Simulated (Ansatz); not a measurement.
**3 structures of W: ranking of polymorphs by energy, by script**

Which structure of W is lowest? The task is a ranking of polymorphs by energy, for 3 structures of W.

Computed with Ansatz 0.2.0, driven from Python. Level of theory: DFT PBEsol+D3(BJ), plane waves, PAW.

## 1. The system

W Im-3m: It takes space group Im-3m (No. 229, cubic). The conventional cell has a = 3.165 Å, b = 3.165 Å, c = 3.165 Å, α = 90.00°, β = 90.00°, γ = 90.00°. W (site symmetry m-3m) is surrounded by 8 W at 2.74 Å.

W Pm-3n: Symmetry: Pm-3n, No. 223, cubic system. The conventional cell has a = 5.083 Å, b = 5.083 Å, c = 5.083 Å, α = 90.00°, β = 90.00°, γ = 90.00°. W (site symmetry m-3) has 12 W at 2.84 Å as nearest neighbours. W (site symmetry -4m2) is surrounded by 6 W at 2.54 to 2.84 Å.

W Fm-3m: Symmetry: Fm-3m, No. 225, cubic system. The conventional cell has a = 4.060 Å, b = 4.060 Å, c = 4.060 Å, α = 90.00°, β = 90.00°, γ = 90.00°. W (site symmetry m-3m) has 12 W at 2.87 Å as nearest neighbours.

The script holds or builds the structure itself.

## 2. The script

The input, polymorphs.py:

```python
"""Which structure of W is lowest in energy, after relaxing atoms and volume at fixed cell shape."""

import ansatz as az
import numpy as np
import pandas as pd

PHASES = {
    "Im-3m": (
        [(-1.58234, 1.58234, 1.58234), (1.58234, -1.58234, 1.58234), (1.58234, 1.58234, -1.58234)],
        [
            ("W", (0.0, 0.0, 0.0)),
        ],
    ),
    "Pm-3n": (
        [(5.083, 0.0, 0.0), (0.0, 5.083, 0.0), (0.0, 0.0, 5.083)],
        [
            ("W", (0.0, 0.0, 0.0)),
            ("W", (0.5, 0.5, 0.5)),
            ("W", (0.0, 0.5, 0.25)),
            ("W", (0.0, 0.5, 0.75)),
            ("W", (0.25, 0.0, 0.5)),
            ("W", (0.75, 0.0, 0.5)),
            ("W", (0.5, 0.75, 0.0)),
            ("W", (0.5, 0.25, 0.0)),
        ],
    ),
    "Fm-3m": (
        [(0.0, 2.03, 2.03), (2.03, 0.0, 2.03), (2.03, 2.03, 0.0)],
        [
            ("W", (0.0, 0.0, 0.0)),
        ],
    ),
}


def build(vectors, sites):
    crystal = az.Crystal(lattice=az.Lattice.of(vectors))
    for symbol, position in sites:
        crystal = crystal.atom(symbol, position)
    return crystal


def compute(name, crystal):
    calc = (
        crystal.calculation()
        .functional("PBEsol", dispersion="D3(BJ)")
        .basis(39 * az.Ry, density_ratio=6)
        .scf(self_checks="low")
        .kpoints(spacing=0.26)
        .occupations("gaussian", width=0.05)
        .stress()
        .band_table()
    )
    calc = calc.relax(force_tolerance=0.02, max_steps=60, fix_cell=["shape"])
    return calc.run(threads=1)


def volume_per_atom(outcome):
    return abs(np.linalg.det(outcome.lattice.cell_ang)) / len(outcome.lattice.sites)


def pressure_gpa(outcome):
    return float(np.trace(outcome.report["stress_gpa"]) / 3)


def main() -> None:
    phases = {name: build(*cell) for name, cell in PHASES.items()}

    done = {}
    for name, crystal in phases.items():
        done[name] = compute(name, crystal)
        print(f"{name}: {done[name].report['energy_sigma0_ev']:.4f} eV, {len(done[name].lattice.sites)} atoms")

    energy = {name: o.report["energy_sigma0_ev"] / len(o.lattice.sites) for name, o in done.items()}
    lowest = min(energy.values())
    rows = [(name, len(o.lattice.sites), 1000 * (energy[name] - lowest), volume_per_atom(o), pressure_gpa(o)) for name, o in done.items()]
    rows.sort(key=lambda row: row[2])
    print(pd.DataFrame(rows, columns=["phase", "atoms", "dE (meV/atom)", "V (A^3/atom)", "P (GPa)"]).round(4).to_string(index=False))
    print("lowest in energy:", rows[0][0])


if __name__ == "__main__":
    main()
```

## 3. Launch

On the command line:

```console
python polymorphs.py
```

**Question.** Which of these structures comes out lowest, and how far apart are they?

As calculated:

| quantity | value |
| --- | --- |
| runs compared | 3 |
| lowest | run 1 (Im-3m) |
| next above it by | 81.7 meV/atom |

In words: By space group at the end of each run: Im-3m (+0 meV an atom, 15.3 Å³), Pm-3n (+82 meV an atom, 15.5 Å³) and Fm-3m (+478 meV an atom, 15.6 Å³). In run 1, the volume shrank by 3.3 % over 3 moves, and the space group stayed Im-3m. In run 3, over 3 moves the cell shrank by 6.6 % in volume, and the space group stayed Fm-3m. The run is spin-unpolarised. Atoms and volume are relaxed with the cell's shape held, which in cells of lower than cubic symmetry can hide stresses and shift volumes. Pressure is positive in compression. Spin-orbit coupling, which matters for elements this heavy, is left out. The ranking holds among these structures alone, at zero temperature; the ground state may be another structure. Differences under about 40 meV an atom lie within the error of mesh and functional.
